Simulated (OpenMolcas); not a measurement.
**Zr²⁺ among point charges: CASSCF and CASPT2 levels and susceptibility**

How does a field of 6 point charges split the states of Zr²⁺, and what χT follows?

The numbers are computed with OpenMolcas 26.06 (state-averaged CASSCF and CASPT2, spin-orbit coupling by RASSI with atomic mean-field integrals), except any that are marked as measured or tabulated.

## 1. What is computed

```
Species                           : Zr²⁺ (zirconium, Z = 40, 38 electrons)
Basis                             : ANO-RCC-VDZP [6s5p3d1f], 43 functions
Scalar Hamiltonian                : DKH2, point nucleus
Inactive shells                   : 1s 2s 2p 3s 3p 3d 4s 4p
Active space                      : 2 electrons in 5 orbitals (4d)
Some configurations of this space : 4d²
Orbitals                          : optimised for each spin and parity, averaged over all roots
```

The outer shells:

4d2
```
4d [↑ ][↑ ][  ][  ][  ]
```

The ion sits among 6 point charges of -1.7 e arranged as an octahedron (Oh), 2.15 Å from the ion.

Each step is its own input file, run in one work folder so that later steps find the files of earlier ones. Labels, J, g values, rates, χT and fits are worked out afterwards by a script from the matrices that RASSI stores. The input lists half of the charges; inversion (Group=XYZ) makes the rest.

## 2. Basis and integrals

Input file a.inp:

```
&GATEWAY
Coord
1

Zr 0.0 0.0 0.0
Basis=ANO-RCC-VDZP
Group=XYZ
NoMove
AngMom=0.0 0.0 0.0
AMFI
XField
3 Angstrom 0
2.150000 0.000000 0.000000 -1.700000
0.000000 2.150000 0.000000 -1.700000
0.000000 0.000000 2.150000 -1.700000
&SEWARD
```

Run with:

```sh
$ OMP_NUM_THREADS=1 MOLCAS_MEM=1689 MOLCAS_PROJECT=a pymolcas a.inp > a.log
```

Standard output:

```text
Basis set label: ZR.ANO-RCC...6S5P3D1F.

      Electronic valence basis set:
      ------------------
      Associated Effective Charge  40.000000 au
      Associated Actual Charge     40.000000 au
      Nuclear Model: Point charge

      Shell  nPrim  nBasis  Cartesian Spherical Contaminant
         s      21       6        X
         p      18       5        X
         d      13       3                 X
         f       6       1                 X
                  Relativistic Douglas-Kroll-Hess integrals:
                    - DKH order of Hamiltonian: 2
                    - DKH order of Properties : 0
                  Atomic mean-field integrals
```

## 3. Reference wave functions, triplets of even parity, 10 roots

Input file a.inp:

```
&RASSCF
FileOrb=start.orb
Symmetry=1
Spin=3
nActEl=2 0 0
Inactive=9 9
Ras2=5 0
CIRoot=10 10 1
SDav=10
CIMx=300
Iter=120 100
PrWF=0.3
OrbListing=Nothing
MaxOrb=0
>>> COPY $Project.JobIph JOB001
```

start.orb holds the contracted functions of the basis, ordered by shell, or the orbitals of the step before.

Standard output, cut to the lines that bear on the results:

```text
[...]
      Number of active orbitals                  5
[...]
      Spin quantum number                      1.0
[...]
      Active orbitals                            5   0
[...]
      Number of CSFs                            10
      Number of root(s) required                10
[...]
      Convergence after 10 iterations
[...]
      Natural orbitals and occupation numbers for root  1
      sym 1:   0.013670   0.986330  -0.000000   0.986330   0.013670
      Natural orbitals and occupation numbers for root  2
      sym 1:   0.986503   0.986503   0.013497   0.013497  -0.000000
      Natural orbitals and occupation numbers for root  3
      sym 1:   0.986503   0.013497   0.013497   0.986503  -0.000000
::    RASSCF root number  1 Total energy:  -3600.30489649
::    RASSCF root number  2 Total energy:  -3600.30489649
::    RASSCF root number  3 Total energy:  -3600.30489649
[...]
::    RASSCF root number  7 Total energy:  -3600.17839327
::    RASSCF root number  8 Total energy:  -3600.17839327
::    RASSCF root number  9 Total energy:  -3600.17839327
::    RASSCF root number 10 Total energy:  -3600.10112749
```

## 4. CASSCF: singlets of even parity, 15 roots

Input file a.inp:

```
&RASSCF
FileOrb=start.orb
Symmetry=1
Spin=1
nActEl=2 0 0
Inactive=9 9
Ras2=5 0
CIRoot=15 15 1
SDav=15
CIMx=300
Iter=120 100
PrWF=0.3
OrbListing=Nothing
MaxOrb=0
>>> COPY $Project.JobIph JOB002
```

Standard output, cut to the lines that bear on the results:

```text
[...]
      Number of active orbitals                  5
[...]
      Spin quantum number                      0.0
[...]
      Active orbitals                            5   0
[...]
      Number of CSFs                            15
      Number of root(s) required                15
[...]
      Convergence after  7 iterations
[...]
      Natural orbitals and occupation numbers for root  1
      sym 1:   1.009012   0.979031   0.007142   0.004814   0.000000
      Natural orbitals and occupation numbers for root  2
      sym 1:   0.947055   0.003211   1.039095   0.000000   0.010639
      Natural orbitals and occupation numbers for root  3
      sym 1:   0.000000   0.991985   0.007031   0.994134   0.006850
::    RASSCF root number  1 Total energy:  -3600.27103594
::    RASSCF root number  2 Total energy:  -3600.27103594
::    RASSCF root number  3 Total energy:  -3600.27103594
[...]
::    RASSCF root number 12 Total energy:  -3600.16037438
::    RASSCF root number 13 Total energy:  -3600.05383917
::    RASSCF root number 14 Total energy:  -3600.05383917
::    RASSCF root number 15 Total energy:  -3600.00099101
```

## 5. State interaction with spin-orbit coupling

Input file a.inp:

```
&RASSI
NrOfJobIphs=2 10 15
1 2 3 4 5 6 7 8 9 10
1 2 3 4 5 6 7 8 9 10 11 12 13 14 15
IphNames
JOB001
JOB002
EJob
SpinOrbit
DIPRint=1.0
SOCoupling=1000.0
Subsets=2
Property=9
'ANGMOM' 1 'ANGMOM' 2 'ANGMOM' 3 'MLTPL  1' 1 'MLTPL  1' 2 'MLTPL  1' 3
'AMFI' 1 'AMFI' 2 'AMFI' 3
SOProperty=3
'ANGMOM' 1 'ANGMOM' 2 'ANGMOM' 3
```

Standard output:

```text
SPIN-FREE ENERGIES:
  (Shifted by EMIN (a.u.) =      -3600.3048964864)

 SF State       Relative EMIN(au)   Rel lowest level(eV)    D:o, cm**(-1)      L_eff

     1             0.0000000000        0.0000000000              0.0000         2.8
     2             0.0000000000        0.0000000000              0.0000         2.8
     3             0.0000000000        0.0000000000              0.0000         2.8
    11             0.0338605502        0.9213925102           7431.5318         3.1
    12             0.0338605502        0.9213925102           7431.5318         3.1
    13             0.0338605510        0.9213925327           7431.5320         3.1
    14             0.0342105968        0.9309177628           7508.3581         3.1
    15             0.0342105968        0.9309177628           7508.3581         3.1
    16             0.0770561627        2.0968050062          16911.8729         2.8
     4             0.0936266057        2.5477097315          20548.6648         2.9
     5             0.0936266057        2.5477097315          20548.6648         2.9
     6             0.0936266057        2.5477097315          20548.6648         2.9
     7             0.1265032156        3.4423278597          27764.2466         1.3
     8             0.1265032156        3.4423278597          27764.2466         1.3
     9             0.1265032156        3.4423278597          27764.2466         1.3
    17             0.1346970528        3.6652935291          29562.5860         3.1
    18             0.1346970528        3.6652935291          29562.5860         3.1
    19             0.1346970583        3.6652936800          29562.5872         3.1
    20             0.1445221086        3.9326469181          31718.9365         3.9
    21             0.1445221086        3.9326469181          31718.9365         3.9
    22             0.1445221086        3.9326469181          31718.9365         3.9
    10             0.2037689987        5.5448369287          44722.1259         2.9
    23             0.2510573151        6.8316175713          55100.7117         3.0
    24             0.2510573174        6.8316176338          55100.7122         3.0
    25             0.3039054782        8.2696893492          66699.5428         2.4
     Dipole printing threshold changed to   1.00000000E+00
Eigenvalues of complex Hamiltonian:
   -----------------------------------
  (Shifted by EMIN (a.u.) =      -3600.3048964864)

 SO State       Relative EMIN(au)   Rel lowest level(eV)    D:o, cm**(-1)     J-value

     1            -0.0008812942        0.0000000000              0.0000         2.0
     2            -0.0008812942        0.0000000000              0.0000         2.1
     3            -0.0008466356        0.0009431072              7.6067         2.0
     4            -0.0008466356        0.0009431071              7.6067         2.2
     5            -0.0008466356        0.0009431071              7.6067         2.2
     6             0.0007406250        0.0441346685            355.9701         2.1
     7             0.0007406250        0.0441346685            355.9701         2.9
     8             0.0007406250        0.0441346685            355.9701         2.9
     9             0.0015087407        0.0650361605            524.5520         2.9
    10             0.0338007832        0.9437474023           7611.8361         2.4
    11             0.0338007832        0.9437474023           7611.8361         2.4
    12             0.0338007840        0.9437474246           7611.8363         2.4
    13             0.0341940020        0.9544474316           7698.1377         2.5
    14             0.0341940020        0.9544474315           7698.1377         2.4
    15             0.0770073413        2.1194577449          17094.5796         2.2
    16             0.0930255378        2.5553350755          20610.1673         2.3
    17             0.0933596309        2.5644262122          20683.4923         2.4
    18             0.0933596309        2.5644262123          20683.4923         2.4
    19             0.0933596309        2.5644262123          20683.4923         2.4
    20             0.0939346903        2.5800743741          20809.7032         2.5
    21             0.0939346903        2.5800743741          20809.7032         2.7
    22             0.0939346903        2.5800743741          20809.7032         2.7
    23             0.0939584133        2.5807199113          20814.9098         2.5
    24             0.0939584133        2.5807199113          20814.9098         2.8
    25             0.1255916353        3.4415037318          27757.5996         0.9
    26             0.1260309190        3.4534572523          27854.0112         1.1
    27             0.1260309190        3.4534572523          27854.0112         1.1
    28             0.1260309190        3.4534572523          27854.0112         1.2
    29             0.1269106600        3.4773962233          28047.0920         1.8
    30             0.1269106600        3.4773962233          28047.0920         1.8
    31             0.1269106600        3.4773962247          28047.0920         1.2
    32             0.1270188615        3.4803405369          28070.8395         2.0
    33             0.1270188615        3.4803405368          28070.8395         1.2
    34             0.1347792197        3.6915106419          29774.0413         2.4
    35             0.1347792197        3.6915106418          29774.0413         2.4
    36             0.1347792252        3.6915107913          29774.0425         2.5
    37             0.1445467635        3.9572990491          31917.7694         1.9
    38             0.1445467635        3.9572990491          31917.7694         3.7
    39             0.1445467635        3.9572990491          31917.7694         3.4
    40             0.2038516968        5.5710684951          44933.6977         2.5
    41             0.2038516968        5.5710684951          44933.6977         2.7
Weights of the five most important spin-orbit-free states for each spin-orbit state.

 SO State  Total energy (au)           Spin-free states, spin, and weights
 -------------------------------------------------------------------------------------------------------
    1        -0.000881       3 1.0  0.6607    2 1.0  0.1829    1 1.0  0.1547   15 0.0  0.0008    4 1.0  0.0004
    2        -0.000881       1 1.0  0.5108    2 1.0  0.4826    3 1.0  0.0048   14 0.0  0.0008    6 1.0  0.0005
    3        -0.000847       2 1.0  0.4994    3 1.0  0.4961    1 1.0  0.0035   13 0.0  0.0006   19 0.0  0.0002
    4        -0.000847       1 1.0  0.4976    2 1.0  0.3024    3 1.0  0.1989   11 0.0  0.0004   12 0.0  0.0003
    5        -0.000847       1 1.0  0.4979    3 1.0  0.3039    2 1.0  0.1971   12 0.0  0.0004   11 0.0  0.0003
    6         0.000741       3 1.0  0.4923    2 1.0  0.4884    1 1.0  0.0190    6 1.0  0.0001    5 1.0  0.0001
    7         0.000741       3 1.0  0.4992    1 1.0  0.4889    2 1.0  0.0116    6 1.0  0.0001    4 1.0  0.0001
    8         0.000741       2 1.0  0.4997    1 1.0  0.4917    3 1.0  0.0083    5 1.0  0.0001    4 1.0  0.0001
    9         0.001509       1 1.0  0.3332    3 1.0  0.3332    2 1.0  0.3332   16 0.0  0.0004    9 1.0  0.0000
   10         0.033801      12 0.0  0.9981    4 1.0  0.0005    6 1.0  0.0004    1 1.0  0.0003    3 1.0  0.0002
   11         0.033801      11 0.0  0.9981    4 1.0  0.0005    5 1.0  0.0004    1 1.0  0.0003    2 1.0  0.0002
   12         0.033801      13 0.0  0.9981    6 1.0  0.0005    5 1.0  0.0005    3 1.0  0.0003    2 1.0  0.0003
```

Time for these steps: 7.9 s (1 thread of Arm Neoverse N1, shared host).

Spin-free states, with their symmetry labels:

| state | degeneracy | E (cm-1) | free-ion L (%) |
| --- | --- | --- | --- |
| 3T1 | 3 | 0 | F (88) |
| 1T2 | 3 | 7432 | D (51) |
| 1E | 2 | 7508 | G (54) |
| 1A1 | 1 | 16912 | G (56) |
| 3T2 | 3 | 20549 | F (100) |
| 3T1 | 3 | 27764 | P (88) |
| 1T2 | 3 | 29563 | G (51) |
| 1T1 | 3 | 31719 | G (100) |
| 3A2 | 1 | 44722 | F (100) |
| 1E | 2 | 55101 | D (54) |
| 1A1 | 1 | 66700 | S (56) |

With spin-orbit coupling:

```json
{"E (cm-1)": "0.0", "Degeneracy": "2", "Label": "E", "2S+1": "3"}
{"E (cm-1)": "7.6", "Degeneracy": "3", "Label": "T2", "2S+1": "3"}
{"E (cm-1)": "356.0", "Degeneracy": "3", "Label": "T1", "2S+1": "3"}
{"E (cm-1)": "524.6", "Degeneracy": "1", "Label": "A1", "2S+1": "3"}
{"E (cm-1)": "7612", "Degeneracy": "3", "Label": "T2", "2S+1": "1"}
{"E (cm-1)": "7698", "Degeneracy": "2", "Label": "E", "2S+1": "1"}
{"E (cm-1)": "17095", "Degeneracy": "1", "Label": "A1", "2S+1": "1"}
{"E (cm-1)": "20610", "Degeneracy": "1", "Label": "A2", "2S+1": "3"}
{"E (cm-1)": "20683", "Degeneracy": "3", "Label": "T2", "2S+1": "3"}
{"E (cm-1)": "20810", "Degeneracy": "3", "Label": "T1", "2S+1": "3"}
{"E (cm-1)": "20815", "Degeneracy": "2", "Label": "E", "2S+1": "3"}
{"E (cm-1)": "27758", "Degeneracy": "1", "Label": "A1", "2S+1": "3"}
{"E (cm-1)": "27854", "Degeneracy": "3", "Label": "T1", "2S+1": "3"}
{"E (cm-1)": "28047", "Degeneracy": "3", "Label": "T2", "2S+1": "3"}
{"E (cm-1)": "28071", "Degeneracy": "2", "Label": "E", "2S+1": "3"}
{"E (cm-1)": "29774", "Degeneracy": "3", "Label": "T2", "2S+1": "1"}
{"E (cm-1)": "31918", "Degeneracy": "3", "Label": "T1", "2S+1": "1"}
{"E (cm-1)": "44934", "Degeneracy": "3", "Label": "T2", "2S+1": "3"}
{"E (cm-1)": "55305", "Degeneracy": "2", "Label": "E", "2S+1": "1"}
{"E (cm-1)": "66905", "Degeneracy": "1", "Label": "A1", "2S+1": "1"}
```

Powder χT (cm³ K/mol): 0.04 at 2 K, 0.09 at 5 K, 0.12 at 10 K, 0.15 at 20 K, 0.23 at 50 K, 0.36 at 100 K, 0.48 at 150 K, 0.59 at 200 K, 0.69 at 250 K, 0.76 at 300 K.

A ligand-field fit to the states below 45000 cm-1 gives 10Dq = 22580 cm-1, B = 528 cm-1 and C = 2088 cm-1 (C/B = 3.96), with a deviation of 328 cm-1.

Orbitals of the lowest block (energies include the constant potential of the surroundings):

```csv
shell,space,energy (hartree),mean occupation,⟨r²⟩ (bohr²)
1s,inactive,-662.9936,2.000,0.00182
2s,inactive,-92.8748,2.000,0.0310
2p,inactive,-82.4273,6.000,0.0245
3s,inactive,-14.7732,2.000,0.238
3p,inactive,-11.2630,6.000,0.246
3d,inactive,-5.4828,10.000,0.245
4s,inactive,-0.5763,2.000,1.68
4p,inactive,0.4339,6.000,2.13
4d,RAS2,,2.000,6.25
```

## 6. CASPT2: IPEA 0.25, imaginary shift 0.1 (closed shells correlated: 4s 4p)

Input file a.inp:

```
>>> COPY JOB001 $Project.JobIph
&CASPT2
Multistate=10 1 2 3 4 5 6 7 8 9 10
NoMult
Frozen=8 6
IPEA=0.25
Imaginary=0.1
MaxIter=60
WThr=0.0 0.3 0.05
PrWF=0.5
NoMix
>>> COPY JOB002 $Project.JobIph
&CASPT2
Multistate=15 1 2 3 4 5 6 7 8 9 10 11 12 13 14 15
NoMult
Frozen=8 6
IPEA=0.25
Imaginary=0.1
MaxIter=60
WThr=0.0 0.3 0.05
PrWF=0.5
NoMix
```

Standard output, cut to the lines that bear on the results:

```text
[...]
      Active orbitals                            5   0
[...]
      E2 (Variational):          -0.1898804780
      Total energy:           -3600.4947769644
[...]
::    CASPT2 Root  1     Total energy:  -3600.49477696
::    CASPT2 Root  2     Total energy:  -3600.49460126
[...]
::    CASPT2 Root 12     Total energy:  -3600.35643627
::    CASPT2 Root 13     Total energy:  -3600.25106656
::    CASPT2 Root 14     Total energy:  -3600.25102574
::    CASPT2 Root 15     Total energy:  -3600.20624592
```

This run took 2.9 s in all on 1 thread of Arm Neoverse N1, shared host.

SS-CASPT2: lowest energy less the reference's lowest, -0.1898 hartree; reference weights 0.921 to 0.952.

Spin-free states, with their symmetry labels:

| state | degeneracy | E (cm-1) | free-ion L (%) |
| --- | --- | --- | --- |
| 3T1 | 3 | 0 | F (88) |
| 1T2 | 3 | 5837 | D (51) |
| 1E | 2 | 6271 | G (54) |
| 1A1 | 1 | 12667 | G (56) |
| 3T2 | 3 | 21039 | F (100) |
| 3T1 | 3 | 26673 | P (88) |
| 1T2 | 3 | 27911 | G (51) |
| 1T1 | 3 | 30178 | G (100) |
| 3A2 | 1 | 45114 | F (100) |
| 1E | 2 | 53466 | D (54) |
| 1A1 | 1 | 63298 | S (56) |

With spin-orbit coupling:

| E (cm-1) | Degeneracy | Label | 2S+1 |
| --- | --- | --- | --- |
| 0 | 2 | E | 3 |
| 7 | 3 | T2 | 3 |
| 360 | 3 | T1 | 3 |
| 520 | 1 | A1 | 3 |
| 6020 | 3 | T2 | 1 |
| 6460 | 2 | E | 1 |
| 12860 | 1 | A1 | 1 |
| 21100 | 1 | A2 | 3 |
| 21170 | 3 | T2 | 3 |
| 21300 | 3 | T1 | 3 |
| 21310 | 2 | E | 3 |
| 26660 | 1 | A1 | 3 |
| 26760 | 3 | T1 | 3 |
| 26950 | 3 | T2 | 3 |
| 26980 | 2 | E | 3 |
| 28140 | 3 | T2 | 1 |
| 30380 | 3 | T1 | 1 |
| 45330 | 3 | T2 | 3 |
| 53670 | 2 | E | 1 |
| 63510 | 1 | A1 | 1 |

Powder χT (cm³ K/mol): 0.04 at 2 K, 0.09 at 5 K, 0.12 at 10 K, 0.15 at 20 K, 0.23 at 50 K, 0.36 at 100 K, 0.48 at 150 K, 0.59 at 200 K, 0.68 at 250 K, 0.76 at 300 K.

A ligand-field fit to the states below 45000 cm-1 gives 10Dq = 22396 cm-1, B = 443 cm-1 and C = 1524 cm-1 (C/B = 3.44), with a deviation of 345 cm-1.

## 7. The methods side by side

A. CASSCF
B. SS-CASPT2, IPEA 0.25, imaginary shift 0.1 (closed shells correlated: 4s 4p)

| method | ground state | first state of that spin (cm-1) | first gap with spin-orbit (cm-1) | χT at 300 K |
| --- | --- | --- | --- | --- |
| A | 3T1 | 3T2 20550 | 7.6 | 0.76 |
| B | 3T1 | 3T2 21040 | 7.3 | 0.76 |

## 8. Outcome

| quantity | value |
| --- | --- |
| method | SS-CASPT2, IPEA 0.25, imaginary shift 0.1 (closed shells correlated: 4s 4p) |
| spin-free ground state | 3T1, 3-fold in its orbital part |
| first state of the same spin within the active space | 3T2 at 21000 cm⁻¹ |
| lowest level | 2-fold E, g = 0.00, 0.00, 0.00 |
| next level | 7.3 cm⁻¹ |
| χT at 300 K | 0.76 cm³ K/mol |
| effective moment at 300 K | 2.47 μB |

Cost by method:

```csv
method,time of its own steps,time with the reference
A. CASSCF,7.9 s,7.9 s
"B. SS-CASPT2, IPEA 0.25, imaginary shift 0.1, +4s 4p",2.9 s,11 s
```

Times are of one thread on a shared host.

The spin-free ground state (3T1) comes to 88 % from free-ion F terms and keeps the highest spin of the shell. χT at 300 K is 0.76, against 1.00 cm³ K/mol for the spin alone, so spin-orbit coupling lowers it. A ligand-field fit to the states below 45000 cm-1 gives 10Dq = 22396 cm-1, B = 443 cm-1 and C = 1524 cm-1 (C/B = 3.44), with a deviation of 345 cm-1. CASPT2 does not keep the components of a term degenerate, and the means are used. The field of point charges can differ much from that of real complexes. Point charges carry no covalency, so the field is a model and not that of real ligands.
